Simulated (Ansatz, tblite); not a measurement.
**Al7As7 zinc blende off sphere (Al₇As₇H₂₀): which spin state is lowest**

Is the singlet the ground state of Al7As7 zinc blende off sphere (Al₇As₇H₂₀)? Other spin states are computed and compared level by level.

Program: Ansatz 0.2.0, Gaussian basis. Level of theory: as each input shows. These are calculated values, not measurements.

Plan: triplet, at the geometry of the singlet (GFN1-xTB, GFN2-xTB, PBE0-D4/def2-TZVP, PBE-D4/def2-TZVP); the singlet's energies come from earlier runs.

## Step 1: The relaxed structure

The geometry is that of the singlet, from an earlier relaxation (PBE-D4/def2-SVP).

34 atoms, charge 0, spin multiplicity 1.

Bond lengths: Al1–As9 2.568 Å, Al1–As10 2.505 Å, Al1–H15 1.605 Å, Al1–H16 1.605 Å, Al2–As8 2.491 Å, Al2–As11 2.491 Å, Al2–As12 2.491 Å, Al2–H17 1.597 Å, Al3–As9 2.465 Å, Al3–As11 2.552 Å, Al3–As13 2.465 Å, Al3–H18 1.595 Å, Al4–As8 2.552 Å, Al4–As9 2.465 Å, Al4–As14 2.465 Å, Al4–H19 1.595 Å, Al5–As10 2.505 Å, Al5–As14 2.569 Å and more. Angles: As9–Al1–As10 95.9°, As9–Al1–H15 105.3°, As9–Al1–H16 105.4°, As10–Al1–H15 111.5°, As10–Al1–H16 111.5°, H15–Al1–H16 123.1°, As8–Al2–As11 99.1°, As8–Al2–As12 99.0°, As8–Al2–H17 118.6°, As11–Al2–As12 98.9°, As11–Al2–H17 118.6°, As12–Al2–H17 118.6°, As9–Al3–As11 105.4°, As9–Al3–As13 104.3°, As9–Al3–H18 117.9°, As11–Al3–As13 105.1°, As11–Al3–H18 104.8°, As13–Al3–H18 118.0° and more.

## Step 2: Triplet at the fixed geometry, GFN1-xTB

Tight binding, by tblite at 300 K electronic temperature and without a spin-polarisation term:

```python
tblite.interface.Calculator('GFN1-xTB', numbers, positions, charge=0, uhf=2).singlepoint()
```

Energy -992.2700 eV; 0.25 s.

## Step 3: Triplet at the fixed geometry, GFN2-xTB

Tight binding, by tblite at 300 K electronic temperature and without a spin-polarisation term:

```python
tblite.interface.Calculator('GFN2-xTB', numbers, positions, charge=0, uhf=2).singlepoint()
```

Energy -930.5853 eV; 0.3 s.

## Step 4: Triplet at the fixed geometry, PBE0-D4/def2-TZVP

The input, in.yaml:

```yaml
crystal:
  periodic: [false, false, false]
  atoms:
    - {symbol: Al, position_ang: [0.760546, -3.777892, 0.758879]}
    - {symbol: Al, position_ang: [-2.312744, 2.315374, -2.310731]}
    - {symbol: Al, position_ang: [0.826347, -0.834490, -2.136361]}
    - {symbol: Al, position_ang: [-2.140624, -0.831943, 0.833037]}
    - {symbol: Al, position_ang: [0.763302, -0.765871, 3.774575]}
    - {symbol: Al, position_ang: [0.830892, 2.133714, 0.833691]}
    - {symbol: Al, position_ang: [3.776176, -0.760717, 0.757905]}
    - {symbol: As, position_ang: [-3.411893, 0.736410, -0.728048]}
    - {symbol: As, position_ang: [-0.633528, -2.124634, -0.626930]}
    - {symbol: As, position_ang: [2.036554, -2.037298, 2.031276]}
    - {symbol: As, position_ang: [-0.732240, 0.734162, -3.409918]}
    - {symbol: As, position_ang: [-0.727773, 3.411420, -0.731654]}
    - {symbol: As, position_ang: [2.119518, 0.626622, -0.630369]}
    - {symbol: As, position_ang: [-0.629633, 0.625143, 2.124431]}
    - {symbol: H, position_ang: [1.696520, -4.535816, -0.302315]}
    - {symbol: H, position_ang: [-0.293718, -4.539025, 1.700002]}
    - {symbol: H, position_ang: [-3.234527, 3.238580, -3.232272]}
    - {symbol: H, position_ang: [1.618567, -1.629182, -3.270111]}
    - {symbol: H, position_ang: [-3.276050, -1.623653, 1.626056]}
    - {symbol: H, position_ang: [-0.292410, -1.706267, 4.534594]}
    - {symbol: H, position_ang: [1.701826, 0.292176, 4.533664]}
    - {symbol: H, position_ang: [1.625751, 3.265518, 1.628504]}
    - {symbol: H, position_ang: [4.537707, -1.697773, -0.299609]}
    - {symbol: H, position_ang: [4.533100, 0.297971, 1.697444]}
    - {symbol: H, position_ang: [-4.428362, -0.035866, -1.564747]}
    - {symbol: H, position_ang: [-4.415046, 1.580532, 0.053505]}
    - {symbol: H, position_ang: [-1.556505, -2.919621, -1.549267]}
    - {symbol: H, position_ang: [2.920769, -2.921210, 2.913818]}
    - {symbol: H, position_ang: [-1.568701, -0.035894, -4.428282]}
    - {symbol: H, position_ang: [0.051838, 1.578630, -4.410801]}
    - {symbol: H, position_ang: [0.056283, 4.411831, -1.576715]}
    - {symbol: H, position_ang: [-1.561722, 4.430330, 0.040419]}
    - {symbol: H, position_ang: [2.910335, 1.550901, -1.555119]}
    - {symbol: H, position_ang: [-1.550576, 1.547800, 2.921431]}
basis:
  gaussian: {orbitals: def2-TZVP, fitting: {mean_field: def2-universal-jkfit}}
magnetization: {spin_polarized: true, initial_magnetization: 2}
hamiltonian: {xc: pbe0, dispersion: d4}
scf: {omitted_lower_state_checks: [starts]}
output: {orbitals: {seedname: orbitals}}
```

Started as:

```console
ansatz run in.yaml --threads 2 --pin off --events-out ev --progress --plain --max-ram 32768MiB --backend cuda --devices 0, --max-vram 18GiB
```

Log:

```text
Functional definition: PBE0
  name "PBE0"
  cite "Adamo & Barone, J. Chem. Phys. 110, 6158 (1999) doi:10.1063/1.478522"
  cite "Perdew, Burke & Ernzerhof, Phys. Rev. Lett. 77, 3865 (1996) doi:10.1103/PhysRevLett.77.3865"
  parent pbe
  parameter a = 0.25
  parameter kappa = 0.804
  parameter beta = 0.06672455060314922
  exchange = (1 - a)*pbe_x(kappa = kappa, mu = beta*pi^2/3) + a*exact_x
  correlation = pbe_c(beta = beta)
these checks for a lower state are left out or cut short: starts
3118 factors; integrals over basis functions are off by at most 6.8e-1 eV
mean field evaluation 1: about -472322.4273 eV, gradient 2.5e1 eV
mean field evaluation 2: about -472313.8658 eV, gradient 3.9e1 eV
mean field evaluation 4: about -472325.6019 eV, gradient 1.0e1 eV
mean field evaluation 8: about -472326.5431 eV, gradient 9.8e-1 eV
mean field evaluation 16: about -472326.5641 eV, gradient 3.9e-2 eV
mean field evaluation 32: about -472326.5646 eV, gradient 6.5e-2 eV
mean field -472326.56468553 eV, -17357.6810977489 hartree, gradient 4.4e-6 eV, S^2 2.009746; 0 other end points of the search recorded, 0 dependent functions left out
reference -472326.56476431 eV, -17357.6811006441 hartree; 172, 170 occupied and 543, 545 virtual orbitals, 3118 factors
Total energy: -472328.53300927 eV, -17357.7534323120 hartree
Checks for a lower state left out: starts
```

Wall time 48 s (1 × H100 (card shared with other runs) with 2 threads of AMD EPYC 7R13, shared host); peak host memory 1.4 GiB.

From the report: HOMO -2.55 eV, LUMO -6.03 eV (over both spins; with the spin held, an empty level of the minority spin lies below the top filled one); ⟨S²⟩ 2.010 (pure: 2.00).

## Step 5: Triplet at the fixed geometry, PBE-D4/def2-TZVP

start.molden holds the orbitals of an earlier run on this state, given as this run's starting guess.

in.yaml: that of step 4 with these lines changed.

```diff
@@ -38,5 +38,5 @@
 basis:
-  gaussian: {orbitals: def2-TZVP, fitting: {mean_field: def2-universal-jkfit}}
+  gaussian: {orbitals: def2-TZVP, fitting: {mean_field: def2-universal-jkfit}, initial_orbitals: start.molden}
 magnetization: {spin_polarized: true, initial_magnetization: 2}
-hamiltonian: {xc: pbe0, dispersion: d4}
+hamiltonian: {xc: pbe, dispersion: d4}
 scf: {omitted_lower_state_checks: [starts]}
```

The command is unchanged.

Log:

```text
Functional definition: PBE
  name "PBE"
  cite "Perdew, Burke & Ernzerhof, Phys. Rev. Lett. 77, 3865 (1996) doi:10.1103/PhysRevLett.77.3865"
  parent pbe
  parameter kappa = 0.804
  parameter beta = 0.06672455060314922
  exchange = pbe_x(kappa = kappa, mu = beta*pi^2/3)
  correlation = pbe_c(beta = beta)
these checks for a lower state are left out or cut short: starts
3118 factors; integrals over basis functions are off by at most 6.8e-1 eV
mean field evaluation 1: about -472308.5508 eV, gradient 1.9e1 eV
mean field evaluation 2: about -472309.1170 eV, gradient 7.6e-1 eV
mean field evaluation 4: about -472309.2004 eV, gradient 3.3e-1 eV
mean field evaluation 8: about -472309.2284 eV, gradient 1.1e0 eV
mean field evaluation 16: about -472309.2416 eV, gradient 4.8e-3 eV
mean field -472309.24155909 eV, -17357.0444845944 hartree, gradient 2.6e-6 eV, S^2 2.002574; 0 other end points of the search recorded, 0 dependent functions left out
reference -472309.24166871 eV, -17357.0444886228 hartree; 172, 170 occupied and 543, 545 virtual orbitals, 3118 factors
Total energy: -472311.40555143 eV, -17357.1240098460 hartree
Checks for a lower state left out: starts
```

It took 36 s on 1 × H100 (card shared with other runs) with 2 threads of AMD EPYC 7R13, shared host; peak host memory 1.4 GiB.

Report: HOMO -2.27 eV, LUMO -6.46 eV (over both spins; with the spin held, an empty level of the minority spin lies below the top filled one); ⟨S²⟩ 2.003 (pure: 2.00).

## Step 6: Triplet less singlet, vertical

The singlet's energies are those of its earlier runs, whose logs aren't repeated here.

```tsv
level	triplet less singlet, vertical (eV)	time
GFN1-xTB	+3.548	0.44 s
GFN2-xTB	+2.700	0.5 s
PBE-D4/def2-TZVP	+4.071	58 s
PBE0-D4/def2-TZVP	+4.625	73 s
```

Times add the two runs; a level without a time comes out of a correlated run. Tight binding without a spin term can't rank spin states.

## Step 7: Summary of results

| quantity | value |
| --- | --- |
| triplet less singlet, vertical, functionals in def2-TZVP | +4.071 (PBE-D4) to +4.625 eV (PBE0-D4) |

All functionals put the triplet above the singlet, over a spread of 0.554 eV. The checks for a lower triplet were left out, so another state of that spin may lie lower. These are electronic energies, without zero-point motion, entropy or surroundings.
